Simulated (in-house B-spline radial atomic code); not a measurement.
# Te¹⁹⁺: G0W0 and RPA against the share of exact exchange in the start, part 2 of 2

Aim: vary the share of exact exchange in a PBE-based start for Te¹⁹⁺ and follow the mean-field level, the G0W0 level and the RPA energy.

An in-house B-spline radial atomic code; all electrons, scalar-relativistic (spin-free one-electron X2C), finite nucleus. Records are in hartree. The steps go on from the part before.

**8. Run with 60 % exact exchange**

Settings of the run:

```ini
Z = 52
electrons = 33.0
configuration = [Ar] 3d10 4s2 4p3
hamiltonian = x2c
method = pbeh
lmax = 9
exact_exchange_fraction = 0.6
rms_radius = 4.7423
spin_polarised = True
box_radius = 4.23
intervals = 63
```

Main fields:

```text
{
  "status": "converged",
  "energies [hartree]": {
    "mean_field": -6644.362916,
    "exx_total": -6642.710672,
    "exchange": -157.7106037,
    "rpa": -2.5812693,
    "rpa_summed": -2.5466982,
    "direct_second_order": -2.779205,
    "second_order_exchange": 0.8170596,
    "sosex": 0.78181192
  },
  "rpa_by_multipole [hartree]": [-0.520542, -1.00319, -0.437391, -0.284828, -0.142708, -0.0807666, -0.0401633, -0.0223321, -0.010125, -0.00372336, -0.000816336, -0.000113444],
  "polarisability [bohr^3: independent particles, RPA]": [0.330705, 0.221213],
  "gap [hartree]": 2.675528,
  "levels [hartree]": [
    {"name": "4p up", "occ": 1, "e": -20.51431, "sx": -2.364692, "vxc": -2.170084, "sc": -0.03676027, "z": 0.9837926, "qp": -20.7469, "tail": -0.001220194},
    {"name": "4s down", "occ": 1, "e": -22.16118, "sx": -1.909359, "vxc": -1.810323, "sc": -0.1544344, "z": 0.9842506, "qp": -22.4158, "tail": -0.001150531},
    {"name": "3d down", "occ": 1, "e": -39.90554, "sx": -5.748283, "vxc": -5.181104, "sc": 0.1523668, "z": 0.9849626, "qp": -40.32334, "tail": -0.002996219},
    {"name": "4p down", "occ": 0, "e": -19.48565, "sx": -0.8250441, "vxc": -1.123333, "sc": -0.1241237, "z": 0.9831351, "qp": -19.3127, "tail": -0.001212711}
  ]
}
```

It took 2.7 s on 1 thread, shared host.

Highest level 4p↑: -558.22 eV in the start, -564.55 eV after G0W0, weight 0.98.

**9. Run with 70 % exact exchange**

Changes to the settings of step 8:

```diff
@@ -6,3 +6,3 @@
 lmax = 9
-exact_exchange_fraction = 0.6
+exact_exchange_fraction = 0.7
 rms_radius = 4.7423
```

Main fields:

```text
{
  "status": "converged",
  "energies [hartree]": {
    "mean_field": -6644.395679,
    "exx_total": -6642.712055,
    "exchange": -157.7181122,
    "rpa": -2.5669348,
    "rpa_summed": -2.5323971,
    "direct_second_order": -2.7605339,
    "second_order_exchange": 0.81153653,
    "sosex": 0.77723853
  },
  "rpa_by_multipole [hartree]": [-0.517524, -0.996334, -0.435112, -0.283501, -0.142219, -0.0805533, -0.0400891, -0.0223015, -0.0101133, -0.00371964, -0.000815663, -0.000113387],
  "polarisability [bohr^3: independent particles, RPA]": [0.321044, 0.216972],
  "gap [hartree]": 2.775333,
  "levels [hartree]": [
    {"name": "4p up", "occ": 1, "e": -20.57585, "sx": -2.362136, "vxc": -2.22902, "sc": -0.03724247, "z": 0.9844672, "qp": -20.74743, "tail": -0.001218346},
    {"name": "4s down", "occ": 1, "e": -22.20444, "sx": -1.905661, "vxc": -1.850035, "sc": -0.1526259, "z": 0.9847994, "qp": -22.41384, "tail": -0.001148464},
    {"name": "4p down", "occ": 0, "e": -19.4291, "sx": -0.8209008, "vxc": -1.061936, "sc": -0.1221271, "z": 0.9838014, "qp": -19.3114, "tail": -0.001209062}
  ]
}
```

It took 2.7 s on 1 thread, shared host.

G0W0 moves 4p↑ down by 4.67 eV, to -564.57 eV.

**10. Run with 80 % exact exchange**

Changes to the settings of step 9:

```diff
@@ -6,3 +6,3 @@
 lmax = 9
-exact_exchange_fraction = 0.7
+exact_exchange_fraction = 0.8
 rms_radius = 4.7423
```

Main fields:

```text
{
  "status": "converged",
  "energies [hartree]": {
    "mean_field": -6644.428872,
    "exx_total": -6642.713003,
    "exchange": -157.7256006,
    "rpa": -2.5529126,
    "rpa_summed": -2.5184082,
    "direct_second_order": -2.7423982,
    "second_order_exchange": 0.80619887,
    "sosex": 0.77279091
  },
  "rpa_by_multipole [hartree]": [-0.514545, -0.989679, -0.432876, -0.282198, -0.141736, -0.0803417, -0.0400152, -0.0222709, -0.0101016, -0.00371593, -0.000814992, -0.00011333],
  "polarisability [bohr^3: independent particles, RPA]": [0.311992, 0.212914],
  "gap [hartree]": 2.874927,
  "levels [hartree]": [
    {"name": "4p up", "occ": 1, "e": -20.63736, "sx": -2.3596, "vxc": -2.287929, "sc": -0.03767696, "z": 0.9850943, "qp": -20.74793, "tail": -0.001216747},
    {"name": "4s down", "occ": 1, "e": -22.24763, "sx": -1.901991, "vxc": -1.889688, "sc": -0.1508737, "z": 0.9853181, "qp": -22.41196, "tail": -0.001146659},
    {"name": "3d down", "occ": 1, "e": -40.22813, "sx": -5.748642, "vxc": -5.505551, "sc": 0.1444375, "z": 0.9864262, "qp": -40.32978, "tail": -0.002997102},
    {"name": "4p down", "occ": 0, "e": -19.37271, "sx": -0.8167863, "vxc": -1.000855, "sc": -0.1202085, "z": 0.984426, "qp": -19.31005, "tail": -0.001205688}
  ]
}
```

Wall time 2.6 s (1 thread, shared host).

Highest level 4p↑: -561.57 eV in the start, -564.58 eV after G0W0, weight 0.99.

**11. Run with 90 % exact exchange**

Changes to the settings of step 10:

```diff
@@ -6,3 +6,3 @@
 lmax = 9
-exact_exchange_fraction = 0.8
+exact_exchange_fraction = 0.9
 rms_radius = 4.7423
```

Main fields:

```text
{
  "status": "converged",
  "energies [hartree]": {
    "mean_field": -6644.462494,
    "exx_total": -6642.713521,
    "exchange": -157.7330688,
    "rpa": -2.539187,
    "rpa_summed": -2.5047159,
    "direct_second_order": -2.7247625,
    "second_order_exchange": 0.80103251,
    "sosex": 0.76846093
  },
  "rpa_by_multipole [hartree]": [-0.511604, -0.983211, -0.430681, -0.280918, -0.141258, -0.0801318, -0.0399418, -0.0222405, -0.0100899, -0.00371223, -0.000814322, -0.000113273],
  "polarisability [bohr^3: independent particles, RPA]": [0.303491, 0.209028],
  "gap [hartree]": 2.974313,
  "levels [hartree]": [
    {"name": "4p up", "occ": 1, "e": -20.69885, "sx": -2.357085, "vxc": -2.346811, "sc": -0.03805836, "z": 0.9856785, "qp": -20.74839, "tail": -0.00121478},
    {"name": "4s down", "occ": 1, "e": -22.29078, "sx": -1.898348, "vxc": -1.929284, "sc": -0.1491632, "z": 0.9858085, "qp": -22.41015, "tail": -0.001144563},
    {"name": "4s up", "occ": 1, "e": -23.09417, "sx": -2.785843, "vxc": -2.741916, "sc": 0.2461934, "z": 0.8586394, "qp": -22.8929, "tail": -0.0009968586},
    {"name": "3d down", "occ": 1, "e": -40.38949, "sx": -5.748819, "vxc": -5.667833, "sc": 0.1407134, "z": 0.9869117, "qp": -40.33276, "tail": -0.00299626},
    {"name": "4p down", "occ": 0, "e": -19.31646, "sx": -0.8127002, "vxc": -0.9400854, "sc": -0.1183531, "z": 0.9850121, "qp": -19.30863, "tail": -0.001201982}
  ]
}
```

It took 2.6 s on 1 thread, shared host.

G0W0 moves 4p↑ down by 1.35 eV, to -564.59 eV.

**12. Run with 100 % exact exchange**

Changes to the settings of step 11:

```diff
@@ -6,3 +6,3 @@
 lmax = 9
-exact_exchange_fraction = 0.9
+exact_exchange_fraction = 1.0
 rms_radius = 4.7423
```

Main fields:

```text
{
  "status": "converged",
  "energies [hartree]": {
    "mean_field": -6644.496545,
    "exx_total": -6642.713609,
    "exchange": -157.7405171,
    "rpa": -2.525742,
    "rpa_summed": -2.4913039,
    "direct_second_order": -2.7075928,
    "second_order_exchange": 0.79602495,
    "sosex": 0.7642413
  },
  "rpa_by_multipole [hartree]": [-0.5087, -0.976917, -0.428525, -0.27966, -0.140785, -0.0799235, -0.0398687, -0.0222102, -0.0100783, -0.00370855, -0.000813654, -0.000113216],
  "polarisability [bohr^3: independent particles, RPA]": [0.29549, 0.205302],
  "gap [hartree]": 3.073491,
  "levels [hartree]": [
    {"name": "4p up", "occ": 1, "e": -20.7603, "sx": -2.35459, "vxc": -2.405666, "sc": -0.03839697, "z": 0.986224, "qp": -20.74884, "tail": -0.001212771},
    {"name": "4s down", "occ": 1, "e": -22.33386, "sx": -1.894733, "vxc": -1.968824, "sc": -0.1474987, "z": 0.986273, "qp": -22.40841, "tail": -0.001142457},
    {"name": "4s up", "occ": 1, "e": -23.19131, "sx": -2.783643, "vxc": -2.836625, "sc": 0.2262893, "z": 0.8803865, "qp": -22.91306, "tail": -0.001022506},
    {"name": "3d down", "occ": 1, "e": -40.55088, "sx": -5.748996, "vxc": -5.830153, "sc": 0.1371254, "z": 0.9873385, "qp": -40.33559, "tail": -0.002995209},
    {"name": "4p down", "occ": 0, "e": -19.26037, "sx": -0.8086424, "vxc": -0.8796255, "sc": -0.1165619, "z": 0.9855634, "qp": -19.30715, "tail": -0.001198257}
  ]
}
```

Wall time 2.6 s (1 thread, shared host).

G0W0 moves 4p↑ up by 0.312 eV, to -564.60 eV.

**13. All runs in one table**

```tsv
share	level	mean field (eV)	G0W0 (eV)	weight	RPA (hartree)	RPA+SOSEX (hartree)	α, direct RPA (bohr³)	time	miss (eV)
0.00	4p↑	-548.16	-564.44	0.978	-2.67506	-1.86257	0.2514	2.6 s	+9.44
0.10	4p↑	-549.84	-564.46	0.979	-2.65837	-1.85145	0.2457	2.7 s	+9.46
0.20	4p↑	-551.52	-564.48	0.980	-2.64214	-1.84058	0.2403	2.7 s	+9.48
0.30	4p↑	-553.19	-564.50	0.981	-2.62635	-1.82997	0.2352	2.7 s	+9.50
0.40	4p↑	-554.87	-564.52	0.982	-2.61095	-1.81958	0.2303	2.7 s	+9.52
0.50	4p↑	-556.55	-564.54	0.983	-2.59594	-1.80942	0.2257	2.7 s	+9.54
0.60	4p↑	-558.22	-564.55	0.984	-2.58127	-1.79946	0.2212	2.7 s	+9.55
0.70	4p↑	-559.90	-564.57	0.984	-2.56693	-1.78970	0.2170	2.7 s	+9.57
0.80	4p↑	-561.57	-564.58	0.985	-2.55291	-1.78012	0.2129	2.6 s	+9.58
0.90	4p↑	-563.24	-564.59	0.986	-2.53919	-1.77073	0.2090	2.6 s	+9.59
1.00	4p↑	-564.92	-564.60	0.986	-2.52574	-1.76150	0.2053	2.6 s	+9.60
```

The miss is the G0W0 removal energy (the level with its sign changed) less the tabulated theoretical ionisation energy, 555.00 ± 4 eV. Times are single runs on a shared host.

**14. Results**

What follows sums up all 2 parts.

| quantity | value |
| --- | --- |
| highest level, mean field (range over the runs) | -564.92 to -548.16 eV |
| highest level, G0W0 (range over the runs) | -564.60 to -564.44 eV |
| RPA correlation energy | -2.675 to -2.526 hartree |
| RPA+SOSEX | -1.8626 to -1.7615 hartree |
| tabulated theoretical ionisation energy (4p shell) | 555.00 ± 4 eV (NIST Atomic Spectra Database, ionization energies) |
| G0W0 removal energy less that value | +9.44 to +9.60 eV |

**Reading.** Across the starts the mean-field level varies by 16.8 eV and the G0W0 level by 0.17 eV (1.0 % as much). Without exact exchange the level is bound too weakly, and G0W0 lowers it by 16 eV. The correction changes sign near 98 % exact exchange, where the start's level already equals its G0W0 level. The RPA energy is largest in size at 0 % exact exchange and smallest at 100 % exact exchange, 5.6 % apart; over the runs it loosely follows the gap of the start, as smaller excitation energies give more correlation. All runs miss the tabulated theoretical ionisation energy, 555.00 ± 4 eV, by about +9.54 eV (+1.7 %), far more than they differ among themselves. Spin-orbit coupling is left out: in so heavy and highly charged an ion the half-filled shell is really jj-coupled, so the high-spin state computed here is a model and the comparison is rough.
